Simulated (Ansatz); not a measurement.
What does this script print? It uses Ansatz 0.2.0 through its Python package.

`f2h3nosn.xyz`
```text
8

N    -0.26730    1.42200    0.21780
Sn    0.50510   -0.40350   -0.07230
O    -0.44500   -1.70600    1.08420
F     0.37090   -0.92070   -1.93180
F     2.40040   -0.35480    0.35910
H     0.14850    2.11990   -0.48020
H    -1.29100    1.39920   -0.07620
H    -1.32930   -1.61330    0.84370
```

The script, `ip_f2h3nosn.py`:
```python
"""Vertical ionisation energy and electron affinity of F2H3NOSn."""

import logging
import sys

import ansatz as az

logging.basicConfig(stream=sys.stdout, format="[%(levelname)s] %(message)s")
logger = logging.getLogger("ansatz_job")
logger.setLevel(logging.INFO)


def single_point(molecule, charge=0, unpaired=0):
    calc = (
        molecule.calculation()
        .basis(gaussian="def2-SVPD")
        .correlation("mp2")
        .accuracy("medium")
    )
    if charge:
        calc = calc.charge(charge)
    if unpaired:
        calc = calc.spin("collinear", total=unpaired)
    report = calc.run(threads=1).report
    if report["published_state_doubts"]:
        print("  doubts:", report["published_state_doubts"])
    return report["free_energy_ev"]

system = az.Crystal.molecule_from_extxyz("f2h3nosn.xyz")

# delta-SCF style differences, no relaxation
parent = single_point(system, 0, 0)
cation = single_point(system, 1, 1)
logger.info(f"E(N)   = {parent:.5f} eV")
logger.info(f"E(N-1) = {cation:.5f} eV  (1 unpaired)")
logger.info(f"vertical ionisation energy {cation - parent:.3f} eV")
anion = single_point(system, -1, 1)
logger.info(f"E(N+1) = {anion:.5f} eV  (1 unpaired)")
logger.info(f"vertical electron affinity {parent - anion:.3f} eV" + ("" if anion < parent else " (unbound in this basis)"))
logger.info(f"fundamental gap IP - EA = {cation + anion - 2 * parent:.3f} eV")
```

`python ip_f2h3nosn.py` gives:
```text
[INFO] E(N)   = -14803.47060 eV
[INFO] E(N-1) = -14792.06612 eV  (1 unpaired)
[INFO] vertical ionisation energy 11.404 eV
[INFO] E(N+1) = -14803.86218 eV  (1 unpaired)
[INFO] vertical electron affinity 0.392 eV
[INFO] fundamental gap IP - EA = 11.013 eV
```

At this unrelaxed geometry removing an electron costs 11.40 eV and adding one releases 0.39 eV.

What to keep in mind:
- The settings weren't tested for convergence.
- The geometry is a force-field or estimated start, not a minimum of this method, and the basis set is short of its limit. All parts are taken at fixed geometry, without zero-point energy. At an unrelaxed start these energies can be a whole eV from those at the minimum, and a small affinity can change sign.
- def2 sets replace the cores of elements past krypton by effective core potentials.
- Run time: 28 s on 1 thread of Arm Neoverse V2, with other jobs on the host, peak memory 0.52 GiB.
